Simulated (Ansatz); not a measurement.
# C2H7NSi (SMILES NC1C[SiH2]1) at 6 levels

Wanted: a comparison of 6 runs (HF/3-21G, HSE06/def2-SVP, PBE/def2-SVP, SVWN5/def2-SVP, r2SCAN/def2-SVP, BCCD(T)/def2-SVP) of C2H7NSi. 

The results are computed with Ansatz 0.2.0.

61 further runs of the same task are left out: 61 set aside as unsound or not needed.

### 1 The structure to begin with

The species is C2H7NSi (11 atoms), meant as a singlet with charge 0. As SMILES, `NC1C[SiH2]1`. The C2–H7 distance was set to 1.422 Å, away from the relaxed value.

Bond lengths: N1–C2 1.437 Å, C2–C3 1.539 Å, C2–Si4 1.862 Å, C3–Si4 1.848 Å, N1–H5 1.011 Å, N1–H6 1.014 Å, C3–H8 1.085 Å, C3–H9 1.086 Å, Si4–H10 1.479 Å, Si4–H11 1.476 Å. Some angles: N1–C2–C3 114.5°, N1–C2–Si4 118.4°, C3–C2–Si4 65.0°, C2–C3–Si4 65.9°, C2–Si4–C3 49.0°, C2–N1–H5 111.6°, C2–N1–H6 111.3°, C2–C3–H8 117.0°, C2–C3–H9 114.2°, Si4–C3–H8 120.5°. A long bond or contact: C2–H7 1.422 Å.

### 2 The energy at HF/3-21G (run 1)

The input, in.yaml:

```yaml
basis:
  gaussian: {orbitals: 3-21G.json}
crystal:
  periodic: [false, false, false]
  atoms:
    - symbol: "N"
      position_ang: [-1.533181, 0.566071, -0.354308]
    - symbol: C
      position_ang: [-0.147881, 0.327371, -0.055208]
    - symbol: C
      position_ang: [0.100119, -0.779729, 0.985092]
    - symbol: Si
      position_ang: [0.649019, -1.215929, -0.725208]
    - symbol: H
      position_ang: [-1.646381, 1.028271, -1.246108]
    - symbol: H
      position_ang: [-1.969981, 1.141471, 0.357392]
    - symbol: H
      position_ang: [0.701400, 1.454200, 0.118600]
    - symbol: H
      position_ang: [0.829119, -0.571729, 1.761192]
    - symbol: H
      position_ang: [-0.803881, -1.257029, 1.350492]
    - symbol: H
      position_ang: [2.092719, -1.199929, -1.045608]
    - symbol: H
      position_ang: [-0.165681, -2.150129, -1.526908]
output: {orbitals: {seedname: orbitals}}
accuracy: high
hamiltonian: {xc: hf}
```

The basis set 3-21G is read from a file made from the Basis Set Exchange's data (not shown).

Started as:

```bash
$ ansatz run in.yaml --threads 1 --pin off --max-ram 3480MiB --events-out events.jsonl --progress --plain --runs-dir runs
```

The log of the run:

```text
Warning: RAYON_NUM_THREADS=1 ignored (pool sized by the plan → 1); use --threads N
Functional definition: HF
  name "HF"
  exchange = exact_x
  correlation = 0
1350 factors; integrals over basis functions are off by at most 3.9e-9 eV
mean field evaluation 1: about -11448.3873 eV, gradient 2.6e1 eV
mean field evaluation 2: about -11448.8339 eV, gradient 2.6e1 eV
mean field evaluation 4: about -11450.6030 eV, gradient 2.6e0 eV
mean field evaluation 8: about -11450.6269 eV, gradient 1.8e-1 eV
mean field evaluation 16: about -11450.6271 eV, gradient 2.0e-8 eV
mean field -11450.62708417 eV, -420.8027838296 hartree, gradient 2.0e-8 eV, S^2 0.000000; 0 other end points of the search recorded, 0 dependent functions left out
reference -11450.62708417 eV, -420.8027838296 hartree; 20, 20 occupied and 34, 34 virtual orbitals, 1350 factors
Total energy: -11450.62708417 eV, -420.8027838296 hartree
```

It took 0.68 s on 1 thread of Arm Neoverse V2, shared host; peak memory 0.12 GiB.

### 3 A single-point energy at HSE06/def2-SVP (run 2)

The input, molecule.yaml:

```yaml
crystal:
  periodic: [false, false, false]
  atoms:
    - {symbol: N, position_ang: [-1.533181, 0.566071, -0.354308]}
    - {symbol: C, position_ang: [-0.147881, 0.327371, -0.055208]}
    - {symbol: C, position_ang: [0.100119, -0.779729, 0.985092]}
    - {symbol: Si, position_ang: [0.649019, -1.215929, -0.725208]}
    - {symbol: H, position_ang: [-1.646381, 1.028271, -1.246108]}
    - {symbol: H, position_ang: [-1.969981, 1.141471, 0.357392]}
    - {symbol: H, position_ang: [0.701400, 1.454200, 0.118600]}
    - {symbol: H, position_ang: [0.829119, -0.571729, 1.761192]}
    - {symbol: H, position_ang: [-0.803881, -1.257029, 1.350492]}
    - {symbol: H, position_ang: [2.092719, -1.199929, -1.045608]}
    - {symbol: H, position_ang: [-0.165681, -2.150129, -1.526908]}
basis:
  gaussian:
    orbitals: def2-SVP
hamiltonian:
  xc: {name: HSE06}
output: {orbitals: {seedname: orbitals}}
accuracy: high
```

Started as:

```bash
$ ansatz run molecule.yaml --threads 1 --pin off --max-ram 3480MiB --events-out events.jsonl --progress --plain --runs-dir runs
```

The log of the run:

```text
Warning: RAYON_NUM_THREADS=1 ignored (pool sized by the plan → 1); use --threads N
Functional definition: HSE06
  name "HSE06"
  parameter a = 0.25
  parameter omega = 0.11/bohr
  exchange = pbe_x - a*pbe_x_sr(omega) + a*exact_x_sr(omega)
  correlation = pbe_c
2281 factors; integrals over basis functions are off by at most 3.9e-9 eV
101 factors; integrals over basis functions are off by at most 1.8e-9 eV
mean field evaluation 1: about -11531.0539 eV, gradient 6.0e1 eV
mean field evaluation 2: about -11514.6295 eV, gradient 9.6e1 eV
mean field evaluation 4: about -11539.8801 eV, gradient 5.6e0 eV
mean field evaluation 8: about -11540.1907 eV, gradient 1.6e-1 eV
mean field evaluation 16: about -11540.1907 eV, gradient 5.1e-5 eV
mean field -11540.19074929 eV, -424.0941878142 hartree, gradient 2.7e-8 eV, S^2 0.000000; 0 other end points of the search recorded, 0 dependent functions left out
reference -11540.19075285 eV, -424.0941879449 hartree; 20, 20 occupied and 75, 75 virtual orbitals, 2281 factors
Total energy: -11540.19075285 eV, -424.0941879449 hartree
```

It took 8.4 s on 1 thread of Arm Neoverse V2, shared host; peak memory 0.34 GiB.

Runs 3 to 5 aren't shown in full; the table further down has their settings and results.

### 4 A single-point energy at BCCD(T)/def2-SVP (run 6)

The input, job.yaml:

```yaml
crystal:
  periodic: [false, false, false]
  atoms:
    - {symbol: N, position_ang: [-1.533181, 0.566071, -0.354308]}
    - {symbol: C, position_ang: [-0.147881, 0.327371, -0.055208]}
    - {symbol: C, position_ang: [0.100119, -0.779729, 0.985092]}
    - {symbol: Si, position_ang: [0.649019, -1.215929, -0.725208]}
    - {symbol: H, position_ang: [-1.646381, 1.028271, -1.246108]}
    - {symbol: H, position_ang: [-1.969981, 1.141471, 0.357392]}
    - {symbol: H, position_ang: [0.701400, 1.454200, 0.118600]}
    - {symbol: H, position_ang: [0.829119, -0.571729, 1.761192]}
    - {symbol: H, position_ang: [-0.803881, -1.257029, 1.350492]}
    - {symbol: H, position_ang: [2.092719, -1.199929, -1.045608]}
    - {symbol: H, position_ang: [-0.165681, -2.150129, -1.526908]}
basis:
  gaussian:
    orbitals: def2-SVP
scf:
  omitted_lower_state_checks: [cluster_reference, increment]
accuracy: high
correlation:
  method: bccd_t
  frozen_orbitals: {C: 1, H: 0, "N": 1, Si: 5}
```

Started as:

```bash
$ ansatz run job.yaml --threads 1 --pin off --max-ram 3480MiB --events-out events.jsonl --progress --plain --runs-dir runs
```

The log of the run, cut to the lines that bear on the results:

```text
Warning: RAYON_NUM_THREADS=1 ignored (pool sized by the plan → 1); use --threads N
[... 2 set-up lines as earlier in the session ...]
[...]
2281 factors; integrals over basis functions are off by at most 3.9e-9 eV
[...]
mean field -11507.72274946 eV, -422.9010108282 hartree, gradient 1.1e-8 eV, S^2 0.000000; 0 other end points of the search recorded, 0 dependent functions left out
8 core orbitals not correlated: weight in the atoms' cores, before any rotation towards them, 1.000 or more for the frozen orbitals, at most 0.000 for the correlated occupied ones
reference -11507.72274946 eV, -422.9010108282 hartree; 12, 12 occupied and 75, 75 virtual orbitals, 2281 factors
second order -15.14253774 eV of doubles, -0.00000000 eV of singles
cycle   1  -15.95771614 eV  change   -8.2e-1 eV  update   9.0e-2
[...]
cycle  22  -16.48084654 eV  change  -2.1e-10 eV  update   1.2e-9
perturbative correction -0.56548292 eV, -0.0207811139 hartree
Total energy: -11524.76907892 eV, -423.5274518813 hartree
Checks for a lower state left out: cluster_reference, increment
```

It took 32 s on 1 thread of Arm Neoverse V2, shared host; peak memory 0.89 GiB.

### 5 The series

| run | level | frozen core orbitals | energy (Eh) | HOMO energy (eV) | LUMO energy (eV) | HOMO–LUMO gap (eV) | wall time |
| --- | --- | --- | --- | --- | --- | --- | --- |
| 1 | HF/3-21G | – | -420.802784 | -8.83 | 4.06 | 12.89 | 0.68 s |
| 2 | HSE06/def2-SVP | – | -424.094188 | -5.83 | 0.20 | 6.03 | 8.4 s |
| 3 | PBE/def2-SVP | – | -424.063167 | -5.01 | -0.28 | 4.72 | 6.3 s |
| 4 | SVWN5/def2-SVP | – | -422.031770 | -5.06 | -0.41 | 4.65 | 4.2 s |
| 5 | r2SCAN/def2-SVP | – | -424.281555 | -5.28 | -0.07 | 5.21 | 13 s |
| 6 | BCCD(T)/def2-SVP | 8 | -423.527452 | – | – | – | 32 s |

### 6 Outcome

```
                                          quantity          value
                               run 6: total energy  -423.52745 Eh
run 6: correlation energy (8 core orbitals frozen)     -626.4 mEh
                             run 6: (T) correction     -20.78 mEh
```

What this shows: Over runs 1, 2, 3, 4, 5 the HOMO–LUMO gap runs from 4.65 eV (SVWN5/def2-SVP) to 12.89 eV (HF/3-21G). The two ends differ in method and basis. Totals of different functionals can't be ranked against each other. All runs together took 64 s, the longest 32 s.
